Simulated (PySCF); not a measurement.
# GdHO2 (Gd(O)(OH)): the cost of one run

Computed with PySCF 2.14.0. Level: PBE0, Gd lcecp-1-SVP with ECP53, O def2-SVP, H def2-SVP; scalar-relativistic core potentials, no spin–orbit coupling.

1 further run of the same task is left out (for a known fault of the program).

## (1) The starting structure

4 atoms, charge 0, spin multiplicity 1.

Bond lengths: Gd1–O2 1.830 Å, Gd1–O3 2.176 Å, O3–H4 0.966 Å. Angles: O2–Gd1–O3 131.8°, Gd1–O3–H4 158.7°.

Coordinates:

```mol
GdHO2
  3D, bonds by distance, orders not assigned

  4  3  0  0  0  0  0  0  0  0999 V2000
    0.0000    0.0000    0.0000 Gd  0  0
    1.6700    0.0000    0.7474 O   0  0
   -1.9860    0.0000    0.8888 O   0  0
   -2.9456    0.0906    0.9478 H   0  0
  1  2  8  0
  1  3  8  0
  3  4  8  0
M  END
```

Formal oxidation states: Gd +3. Each metal's 7 4f electrons lie in its core potential, so multiplicities, spins and levels count the valence alone.

## (2) SCF at the start, singlet

run.py (the lines that set the calculation) reads:

```python
mol = gto.M(atom='''
Gd     0.00000     0.00000     0.00000
O      1.67000     0.00000     0.74740
O     -1.98600     0.00000     0.88880
H     -2.94560     0.09060     0.94780''',
    basis={'Gd': 'lcecp-1-SVP', 'O': 'def2-SVP', 'H': 'def2-SVP'},
    ecp={'Gd': 'lcecp-1-SVP'},
    charge=0, spin=0)
mf = dft.RKS(mol, xc='PBE0')
mf.grids.atom_grid = (50, 194)  # f atoms: unpruned, at least (60, 302)
mf = mf.density_fit()  # fitting sets: Gd AutoAux, O def2-universal-JKFIT, H def2-universal-JKFIT
mf.conv_tol = 1e-08; mf.max_cycle = 55
mf.kernel(dm0)  # dm0: free metal ions and neutral atoms
```

On the command line:

```bash
$ OMP_NUM_THREADS=2 python run.py
```

Q: Estimate wall time and peak memory on 2 threads of Intel Xeon at 2.50GHz (Skylake/Cascade Lake), shared host.

About 19 s, with a peak of 0.35 GiB.
